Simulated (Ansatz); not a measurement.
**CH₄BFO: how energies converge with the basis set**

Aim: see how fast density functionals converge with the basis set for CH₄BFO.

Program: Ansatz 0.2.0, Gaussian basis. Level of theory: one geometry, several basis sets. These are calculated values, not measurements.

Levels to be run: PBE0-D4/def2-SVP; ωB97M-V/def2-SVP; PBE0-D4/def2-QZVPP; ωB97M-V/def2-QZVPP; the functionals' def2-TZVPP values are taken from earlier runs.

### Step 1. Structure used throughout

All runs share one geometry, relaxed beforehand with PBE0-D4 in a triple-zeta def2 set.

SMILES `BOCF`, 8 atoms, charge 0, spin multiplicity 1.

Atoms are counted from 1 here; the program's logs count them from 0.

Bond lengths: B1–O2 1.350 Å, B1–H5 1.201 Å, B1–H6 1.193 Å, O2–C3 1.389 Å, C3–F4 1.363 Å, C3–H7 1.095 Å, C3–H8 1.092 Å. Angles: O2–B1–H5 119.7°, O2–B1–H6 116.8°, H5–B1–H6 123.5°, B1–O2–C3 121.2°, O2–C3–F4 108.8°, O2–C3–H7 111.1°, O2–C3–H8 108.4°, F4–C3–H7 108.1°, F4–C3–H8 108.1°, H7–C3–H8 112.2°.

### Step 2. PBE0-D4 in def2-SVP

Input file in.yaml:

```yaml
crystal:
  periodic: [false, false, false]
  atoms:
    - {symbol: B, position_ang: [-0.895606, 0.807452, 0.575661]}
    - {symbol: O, position_ang: [0.208753, 0.042087, 0.704346]}
    - {symbol: C, position_ang: [0.779096, -0.589925, -0.392857]}
    - {symbol: F, position_ang: [0.424820, -1.906086, -0.375825]}
    - {symbol: H, position_ang: [-1.369856, 0.988780, -0.512449]}
    - {symbol: H, position_ang: [-1.341009, 1.283194, 1.575408]}
    - {symbol: H, position_ang: [0.420494, -0.152564, -1.330534]}
    - {symbol: H, position_ang: [1.865506, -0.530039, -0.299548]}
basis:
  gaussian: {orbitals: def2-SVP}
hamiltonian: {xc: pbe0, dispersion: d4}
output: {orbitals: {seedname: orbitals}}
```

Run with:

```sh
$ ansatz run in.yaml --threads 2 --pin off --events-out ev --progress --plain --max-ram 4352MiB
```

After this run come: ωB97M-V in def2-SVP; PBE0-D4 in def2-QZVPP; ωB97M-V in def2-QZVPP.

Before running them: what should the planned runs give, taken together? Wanted: PBE0-D4: double and triple zeta above quadruple; ωB97M-V: double and triple zeta above quadruple.

**Answer**, as computed:

| quantity | value |
| --- | --- |
| PBE0-D4: double and triple zeta above quadruple | 8.14, 0.37 eV |
| ωB97M-V: double and triple zeta above quadruple | 8.37, 0.35 eV |

What this shows: For PBE0-D4 the step from double to triple zeta gains 7.77 eV and the next only 0.37 eV. These are total energies; as a rule much of such shifts cancels in differences, which this series doesn't test. The LUMO of ωB97M-V is positive and keeps falling with the basis (1.50 to 0.90 eV): an unbound level that the basis holds in place.
